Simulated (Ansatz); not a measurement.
# C₂H₈FGaSi: small, medium and large basis sets

One table from this session's results is given with a row withheld; the runs are named, their logs left out.

Computed with Ansatz 0.2.0, Gaussian basis. Level: one geometry, several basis sets.

Plan: PBE0-D4/def2-SVP; ωB97M-V/def2-SVP; PBE0-D4/def2-QZVPP; ωB97M-V/def2-QZVPP; the functionals' def2-TZVPP values are taken from earlier runs.

### The geometry

An earlier PBE0-D4 in a triple-zeta def2 set relaxation fixed the geometry.

SMILES `C[Si](C)(F)[GaH2]`, 13 atoms, charge 0, spin multiplicity 1.

Atoms are counted from 1 here; the program's logs count them from 0.

Bond lengths: C1–Si2 1.868 Å, C1–H6 1.094 Å, C1–H7 1.092 Å, C1–H8 1.094 Å, Si2–C3 1.868 Å, Si2–F4 1.618 Å, Si2–Ga5 2.426 Å, C3–H9 1.094 Å, C3–H10 1.092 Å, C3–H11 1.094 Å, Ga5–H12 1.579 Å, Ga5–H13 1.574 Å. Angles: Si2–C1–H6 110.3°, Si2–C1–H7 111.8°, Si2–C1–H8 110.5°, H6–C1–H7 108.0°, H6–C1–H8 108.1°, H7–C1–H8 108.0°, C1–Si2–C3 110.0°, C1–Si2–F4 106.9°, C1–Si2–Ga5 111.7°, C3–Si2–F4 106.9°, C3–Si2–Ga5 111.7°, F4–Si2–Ga5 109.5°, Si2–C3–H9 110.3°, Si2–C3–H10 111.7°, Si2–C3–H11 110.5°, H9–C3–H10 108.0°, H9–C3–H11 108.1°, H10–C3–H11 108.0° and more.

The first run:

Input file in.yaml:

```yaml
crystal:
  periodic: [false, false, false]
  atoms:
    - {symbol: C, position_ang: [-1.737922, -0.025385, -0.392078]}
    - {symbol: Si, position_ang: [0.121823, 0.140304, -0.460053]}
    - {symbol: C, position_ang: [0.922932, -1.517293, -0.141325]}
    - {symbol: F, position_ang: [0.500693, 0.560578, -1.975641]}
    - {symbol: Ga, position_ang: [0.928539, 1.836183, 1.075365]}
    - {symbol: H, position_ang: [-2.076566, -0.793290, -1.093867]}
    - {symbol: H, position_ang: [-2.237740, 0.911267, -0.648966]}
    - {symbol: H, position_ang: [-2.060059, -0.316457, 0.611672]}
    - {symbol: H, position_ang: [0.546212, -2.262689, -0.847951]}
    - {symbol: H, position_ang: [2.008978, -1.469152, -0.248045]}
    - {symbol: H, position_ang: [0.697495, -1.864111, 0.871022]}
    - {symbol: H, position_ang: [0.678662, 1.672268, 2.626233]}
    - {symbol: H, position_ang: [1.706962, 3.127777, 0.623634]}
basis:
  gaussian: {orbitals: def2-SVP}
hamiltonian: {xc: pbe0, dispersion: d4}
output: {orbitals: {seedname: orbitals}}
```

Command:

```bash
ansatz run in.yaml --threads 2 --pin off --events-out ev --progress --plain --max-ram 32768MiB --backend cpu
```

Among the steps run: PBE0-D4 in def2-SVP; ωB97M-V in def2-SVP; PBE0-D4 in def2-QZVPP; ωB97M-V in def2-QZVPP.

One table of the session follows, with a row left open; its other results are not shown here.

It belongs to the step «Functionals by basis». 

| functional | basis | HOMO (eV) | LUMO (eV) |
| --- | --- | --- | --- |
| PBE0-D4 | def2-SVP | ? | ? |
| PBE0-D4 | def2-TZVPP | -7.15 | -2.05 |
| PBE0-D4 | def2-QZVPP | -7.16 | -2.08 |
| ωB97M-V | def2-SVP | -9.12 | -0.30 |
| ωB97M-V | def2-TZVPP | -9.18 | -0.36 |
| ωB97M-V | def2-QZVPP | -9.19 | -0.47 |

**Question.** Estimate the row for PBE0-D4, def2-SVP.

The run gave: HOMO (eV): -7.11; LUMO (eV): -2.02. In the column «HOMO (eV)» it is the highest.
